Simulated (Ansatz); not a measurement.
# AsH5: the cost of one run

Method: r2SCAN-D4/6-31G; program: Ansatz 0.2.0, Gaussian basis.

1 further run of the same task is left out (it didn't finish).

## (1) The system as given

The start, a pair relaxed at PBE0-D4: SMILES `[H][H].[AsH3]`, 6 atoms, charge 0, spin multiplicity 1.

Atoms are counted from 1 here; the program's logs count them from 0.

Bond lengths: H1–H2 0.747 Å, As3–H4 1.522 Å, As3–H5 1.521 Å, As3–H6 1.521 Å. Angles: H4–As3–H5 92.1°, H4–As3–H6 92.2°, H5–As3–H6 92.1°.

As a file:

```xyz
6
AsH5
H     0.3808    0.4216   -2.5585
H    -0.1030   -0.1082   -2.3515
As   -0.4411   -0.4858    0.9150
H    -0.3643   -0.4054    2.4329
H     1.0736   -0.4483    0.7798
H    -0.5458    1.0262    0.7824
```

## (2) The run

The input, md/in.yaml:

```yaml
crystal:
  periodic: [false, false, false]
  atoms:
    - {symbol: H, position_ang: [0.380764, 0.421620, -2.558476]}
    - {symbol: H, position_ang: [-0.103014, -0.108206, -2.351541]}
    - {symbol: As, position_ang: [-0.441132, -0.485789, 0.915033]}
    - {symbol: H, position_ang: [-0.364348, -0.405427, 2.432930]}
    - {symbol: H, position_ang: [1.073583, -0.448265, 0.779789]}
    - {symbol: H, position_ang: [-0.545754, 1.026167, 0.782365]}
basis:
  gaussian: {orbitals: 6-31G}
hamiltonian: {xc: r2scan, dispersion: d4}
md: {n_steps: 40, timestep: 0.25, temperature: 1000, ensemble: nve, seed: 801, initial_velocities: maxwell_boltzmann}
```

Run with:

```bash
$ ansatz run in.yaml --threads 2 --pin off --events-out ev --progress --plain --max-ram 5222MiB
```

**Question.** How long does this run take on 2 threads of Arm Neoverse V1, shared host?

About 35 s.
